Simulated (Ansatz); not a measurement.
Geometry optimisation, Ansatz, DFT PBEsol, scalar-relativistic, plane waves, PAW.

The input (input.yaml):

```yaml
crystal:
  lattice:
    - [0.0, 5.43, 5.43]
    - [5.43, 0.0, 5.43]
    - [5.43, 5.43, 0.0]
  atoms:
    - { symbol: Si, position: [0.0, 0.0, 0.0] }
    - { symbol: Si, position: [0.125, 0.125, 0.125] }
    - { symbol: Si, position: [0.0, 0.0, 0.5] }
    - { symbol: Si, position: [0.125, 0.125, 0.625] }
    - { symbol: Si, position: [0.0, 0.5, 0.0] }
    - { symbol: Si, position: [0.125, 0.625, 0.125] }
    - { symbol: Si, position: [0.0, 0.5, 0.5] }
    - { symbol: Si, position: [0.125, 0.625, 0.625] }
    - { symbol: Si, position: [0.5, 0.0, 0.0] }
    - { symbol: Si, position: [0.625, 0.125, 0.125] }
    - { symbol: Si, position: [0.5, 0.0, 0.5] }
    - { symbol: Si, position: [0.625, 0.125, 0.625] }
    - { symbol: Si, position: [0.5, 0.5, 0.0] }
    - { symbol: Si, position: [0.625, 0.625, 0.125] }
    - { symbol: Si, position: [0.5, 0.5, 0.5] }
    - { symbol: Si, position: [0.625, 0.625, 0.625] }
    - { symbol: B, position: [0.372754, 0.3751367, 0.8837013], spin: 1.0 }
magnetization:
  spin_polarized: true
basis:
  ecutwfc: 420.0
kpoints:
  mp_grid: { grid: [2, 2, 2] }
hamiltonian:
  xc: pbesol
  pseudopotentials: { kind: paw, azcp: { folder: soft_1 } }
scf:
  occupations: { method: fermi_dirac, width: 0.02 }
  lower_state_search: "off"
relax:
  f_tol: 0.08
  max_steps: 25
  adjacent_minimum: "off"
```

Launched with:

```bash
$ ansatz run input.yaml --threads 1 --pin off --max-ram 3072MiB --backend cpu --events-out ev --progress --plain --runs-dir out
```

**Question.** Where does it end, and by what steps?

**Answer.** It converged. Limits of this set-up: coarse k mesh, PAW files made for another functional. After 2 steps the energy has fallen by 0.082 eV; Si15 moved furthest, 0.07 Å.

```
step  energy less start (eV)  largest force component (eV/Å)  accepted
   0                  0.0000                           0.376       yes
   1                 -0.0645                           0.161       yes
   2                 -0.0818                           0.045       yes
```

```xyz
17
Lattice="0.0000 5.4300 5.4300 5.4300 0.0000 5.4300 5.4300 5.4300 0.0000" Properties=species:S:1:pos:R:3
Si -0.003 -0.002 0.000
Si 1.353 1.353 1.330
Si 2.706 2.706 -0.011
Si 4.064 4.066 1.361
Si 2.683 0.028 2.745
Si 4.097 1.355 4.075
Si 5.435 2.709 2.720
Si 6.782 4.046 4.073
Si 0.031 2.681 2.748
Si 1.354 4.099 4.076
Si 2.708 5.437 2.721
Si 4.047 6.783 4.074
Si 2.689 2.689 5.407
Si 4.093 4.088 6.782
Si 5.471 5.471 5.389
Si 6.784 6.786 6.815
B 6.841 6.828 4.055
```

Whether the end is a true minimum wasn't checked by a vibrational analysis.

Run time: 40 s on 1 thread of Arm Neoverse V2, on a shared host, peak memory 0.65 GiB.
